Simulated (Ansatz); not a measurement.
**LiY3: single point with PBE**

The system is LiY3.

```xyz
4
Lattice="4.9197 0.0000 0.0000 0.0000 4.9197 0.0000 0.0000 0.0000 4.9197" Properties=species:S:1:pos:R:3 pbc="T T T"
Y     0.0000    2.4599    2.4599
Y     2.4599    0.0000    2.4599
Y     2.4599    2.4599    0.0000
Li    0.0000    0.0000    0.0000
```

The cell comes from a database or a generator and needn't be the stable form of this composition.

| Property | Result |
| --- | --- |
| Program | Ansatz 0.2.0 |
| Task | single point |
| Functional | PBE |
| Potentials or basis | Ansatz PAW |
| Cutoff | 420 eV (not typed: the program's choice for these potentials) |
| k mesh | 6 × 6 × 6 |
| Occupations | fermi-dirac, width 0.05 eV |
| Spin | no spin polarisation |

The pressure is 0.0 GPa and the band gap on the k mesh is none (metal or under the smearing width).

Levels at points of the mesh, in eV from the Fermi level:
```csv
k point,band 14,band 15,band 16,band 17,band 18,band 19,band 20,band 21,band 22
"(0.00, 0.00, 0.00)",-4.48,-1.95,-0.73,-0.73,-0.36,-0.36,-0.36,1.92,1.92
"(0.00, 0.00, -0.50)",-3.05,-2.34,-1.03,0.02,0.02,0.03,0.59,1.12,1.12
"(0.00, -0.50, -0.50)",-1.70,-1.70,-1.12,-1.08,-0.04,0.32,0.56,0.56,1.36
"(-0.50, -0.50, -0.50)",-1.70,-1.43,-1.43,-1.43,0.45,0.45,0.45,0.84,1.59
```

It took 3 s on 2 threads of Intel(R) Xeon(R) Processor @ 2.50GHz (Skylake/Cascade Lake) (shared host), peak memory 0.4 GiB.
